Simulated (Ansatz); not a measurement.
# CH3O3Re: the cost of one run

Program: Ansatz 0.2.0, Gaussian basis. Level of theory: the settings change from run to run. These are calculated values, not measurements.

### Step 1. The molecule

The structure was relaxed beforehand with PBE0-D4 in a triple-zeta def2 set. Re takes a core potential in def2 sets; no spin-orbit term is included.

SMILES `[CH3][Re](=[O])(=[O])=[O]`, 8 atoms, charge 0, spin multiplicity 1.

Atoms are counted from 1 here; the program's logs count them from 0.

Bond lengths: C1–Re2 2.074 Å, C1–H6 1.092 Å, C1–H7 1.092 Å, C1–H8 1.092 Å, Re2–O3 1.695 Å, Re2–O4 1.695 Å, Re2–O5 1.695 Å. Angles: Re2–C1–H6 109.1°, Re2–C1–H7 109.1°, Re2–C1–H8 109.1°, H6–C1–H7 109.9°, H6–C1–H8 109.9°, H7–C1–H8 109.9°, C1–Re2–O3 105.9°, C1–Re2–O4 105.9°, C1–Re2–O5 105.9°, O3–Re2–O4 112.8°, O3–Re2–O5 112.8°, O4–Re2–O5 112.8°.

### Step 2. wB97X-V/def2-SVP

in.yaml reads:

```yaml
crystal:
  periodic: [false, false, false]
  atoms:
    - {symbol: C, position_ang: [-0.854917, -0.091610, 0.649838]}
    - {symbol: Re, position_ang: [0.790258, 0.084686, -0.600693]}
    - {symbol: O, position_ang: [1.995684, -0.897311, 0.075540]}
    - {symbol: O, position_ang: [0.277839, -0.459021, -2.122689]}
    - {symbol: O, position_ang: [1.203835, 1.728947, -0.596048]}
    - {symbol: H, position_ang: [-1.165746, -1.137524, 0.684431]}
    - {symbol: H, position_ang: [-0.579878, 0.247363, 1.650437]}
    - {symbol: H, position_ang: [-1.667075, 0.524460, 0.259194]}
basis:
  gaussian: {orbitals: def2-SVP}
hamiltonian: {xc: {name: wB97X-V}}
```

Started as:

```sh
> ansatz run in.yaml --threads 2 --pin off --events-out ev --progress --plain --max-ram 22528MiB --backend cpu
```

**Question.** How long does this run take on 2 threads of AMD EPYC 7R13, shared host, and how much memory does it need?

About 6 s, with a peak of 0.35 GiB.
